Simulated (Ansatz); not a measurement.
A run of Ansatz 0.2.0 is set up as follows.

input.yaml

```yaml
crystal:
  lattice:
    - [3.2305168867, 1.8651397941, 3.7970092083]
    - [-3.2305168867, 1.8651397941, 3.7970092083]
    - [0.0, -3.7302795883, 3.7970092083]
  atoms:
    - { symbol: Bi, position: [0.56529855, 0.56529855, 0.56529855] }
    - { symbol: Cs, position: [0.91728165, 0.91728165, 0.91728165] }
    - { symbol: Mg, position: [0.30219174, 0.30219174, 0.30219174] }
    - { symbol: O, position: [0.98223802, 0.49139226, 0.49139226] }
    - { symbol: O, position: [0.49139226, 0.49139226, 0.98223802] }
    - { symbol: O, position: [0.49139226, 0.98223802, 0.49139226] }
hamiltonian:
  xc: pbe
  pseudopotentials: { kind: paw }
kpoints:
  mp_grid: { grid: [6, 6, 6] }
scf:
  occupations: { method: fermi_dirac, width: 0.05 }
output:
  forces: true
  stress: true
  eigenvalues: true
```

Potentials or basis: Ansatz PAW.

Run with:

```bash
$ ansatz run input.yaml --threads 2 --pin off --max-ram 5120MiB --backend cpu --events-out ev --progress --plain --runs-dir out
```

Question: What does it give for the largest force?

Answer: 0.346 eV/Å.

Question: Predict the band gap on the k mesh.

Answer: 2.56 eV, direct.

Question: Predict the pressure.

Answer: 0.2 GPa.

Stress tensor (GPa, compression positive):
```
-0.24  0.00  0.00
 0.00 -0.24  0.00
 0.00  0.00  0.97
```

Caveat: spin-orbit coupling is left out, which as a rule narrows the gap of such compounds by several tenths of an eV. PBE gaps usually lie below the measured ones, often by a third to a half.
